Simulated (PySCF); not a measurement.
# A gas-phase reaction: GeH4 + CF2 → CH4F2Ge

Aim: the reaction energy of `[GeH4]` + `F[C]F` → `F[CH](F)[GeH3]`.

Computed with PySCF 2.14.0; each step states its level. No surroundings beyond the atoms listed, unless a continuum is named. Atoms count from 0, parts from 1.

### 1 The system as given

Each species was relaxed by itself at PBE0-D3(BJ)/def2-SVPD.

### 2 Reaction energy: wB97M-D3(BJ)/def2-TZVPD

The job: settings as JSON, then the geometry in Å.

```
{"job": {"kind": "react", "xc": "wB97M-D3(BJ)", "basis": "def2-TZVPD"}, "charge": 0, "multiplicity": 1}
-1 GeH4 charge 0 multiplicity 1
Ge    -0.059650    -0.041870    -0.012830
H      0.521290    -0.446700     1.349520
H     -0.757720     1.319860     0.112690
H     -1.076150    -1.097880    -0.469950
H      1.073980     0.057220    -1.043570

-1 CF2 charge 0 multiplicity 1
F     -1.013440    -0.310150     0.009550
C     -0.023980     0.526430     0.004650
F      1.037430    -0.216260    -0.014200

+1 CH4F2Ge charge 0 multiplicity 1
F     -1.187440     0.722630    -1.356160
C     -0.966860     0.179120    -0.125870
F     -1.619560    -1.016630    -0.084540
Ge     0.989150    -0.090170     0.161210
H     -1.445220     0.839950     0.615830
H      1.502610    -1.027860    -0.936070
H      1.669880     1.282750     0.080980
H      1.184940    -0.704760     1.553500
```

With the program's defaults for keys left out, this is: wB97M-D3(BJ)/def2-TZVPD reaction energy of separated species, gas phase.

Launch:

```bash
$ OMP_NUM_THREADS=1 python cluster_run.py task.json out
```

The driver reads the jobs from task.json and runs them one after another.

**Question.** The jobs that follow are: PBE0-D3(BJ)/def2-TZVPD reaction energy of separated species, gas phase. Predict: reaction energy (wB97M-D3(BJ)/def2-TZVPD); ΔH, ΔG at 298 K (xTB thermal terms). Thermal terms come from harmonic xTB runs on each species.

**Answer**, as computed:

| quantity | value |
| --- | --- |
| reaction energy (wB97M-D3(BJ)/def2-TZVPD) | -52.43 kcal/mol |
| ΔH, ΔG at 298 K (xTB thermal terms) | -49.0, -39.5 kcal/mol |
| range of the reaction energy over the runs of this table | -59.15 to -52.43 kcal/mol |

The reaction is exothermic by 49.0 kcal/mol in the gas phase; dispersion gives -1.49, and xTB itself gave -76.31 for the electronic energy (xTB energies and thermal terms come from the earlier relaxation of each species, not shown). No barrier was sought. xTB and this level differ widely in the electronic energy, so what comes from xTB (the thermal terms above all) is less safe here. The reaction energy runs from -59.15 (PBE0-D3(BJ)/def2-TZVPD) to -52.43 kcal/mol (wB97M-D3(BJ)/def2-TZVPD).
